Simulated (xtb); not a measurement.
# C3H12ClNOSiTi (SMILES C[N](C)[Ti]([CH3])([Cl])[O][SiH3]) at GFN2-xTB (hydrogen mass 1 u, md dump 20 fs, md temperature 300 K, md time 0.2 ps)

Wanted: a short trajectory of C3H12ClNOSiTi. 

The results are computed with xtb 6.7.1.

3 further runs of the same task are left out: 1 that didn't finish, 2 set aside as unsound or not needed.

## Step 1: The structure to begin with

C3H12ClNOSiTi: 20 atoms, total charge 0, spin state singlet. SMILES: `C[N](C)[Ti]([CH3])([Cl])[O][SiH3]`. Geometry: optimised at GFN2-xTB. This is one conformer, not always the lowest. The run starts from this shape.

Some bond lengths: C1–N2 1.449 Å, N2–C3 1.447 Å, N2–Ti4 1.815 Å, Ti4–C5 2.073 Å, Ti4–Cl6 2.164 Å, Ti4–O7 1.739 Å, O7–Si8 1.601 Å, C1–H9 1.097 Å, C1–H10 1.102 Å, C1–H11 1.102 Å, C3–H12 1.103 Å, C3–H13 1.096 Å, C3–H14 1.102 Å, C5–H15 1.099 Å, C5–H16 1.101 Å, C5–H17 1.103 Å. Some angles: C1–N2–C3 112.2°, C1–N2–Ti4 122.5°, C3–N2–Ti4 125.3°, N2–Ti4–C5 101.8°, N2–Ti4–Cl6 113.3°, N2–Ti4–O7 113.1°, C5–Ti4–Cl6 105.1°, C5–Ti4–O7 105.3°, Cl6–Ti4–O7 116.4°, Ti4–O7–Si8 166.1°.

## Step 2: A short trajectory at GFN2-xTB (hydrogen mass 1 u, md dump 20 fs, md temperature 300 K, md time 0.2 ps)

File input.inp:

```
$md
   temp=300
   time=0.2
   step=0.5
   dump=20
   hmass=1
   shake=0
   nvt=false
$end
```

File mol.xyz:

```xyz
20

C     -1.13527100     0.20291600    -2.33764400
N     -0.40990900    -0.23705100    -1.16311500
C      0.65028100    -1.16603000    -1.49204800
Ti    -0.79133500     0.37269700     0.50299500
C      0.27984200     2.14611900     0.55954900
Cl    -2.86019500     0.95588700     0.74891900
O     -0.11182600    -0.61427900     1.76331600
Si     0.82883700    -1.30986900     2.85638500
H     -1.92203700     0.90862700    -2.04286400
H     -1.59993800    -0.65087800    -2.85775400
H     -0.45972800     0.70190700    -3.05134100
H      0.25004500    -2.06600000    -1.98765400
H      1.16833700    -1.46300700    -0.57335500
H      1.37874200    -0.70232700    -2.17710200
H      1.35805800     2.00341300     0.39991800
H     -0.08863700     2.85423300    -0.19929800
H      0.14155900     2.60992200     1.55035900
H     -0.02293700    -1.89163800     3.90534200
H      1.61105000    -2.36836700     2.18524900
H      1.73496100    -0.28627400     3.41024300
```

On the command line:

```console
xtb mol.xyz --chrg 0 --gfn2 --md --input input.inp --parallel 1 > xtb.out
```

What values should one expect? Wanted: potential energy of the last frame.

**Answer.** As computed:

At GFN2-xTB (hydrogen mass 1 u, md dump 20 fs, md temperature 300 K, md time 0.2 ps):

| quantity | value |
| --- | --- |
| potential energy of the last frame | -27.52868 Eh |
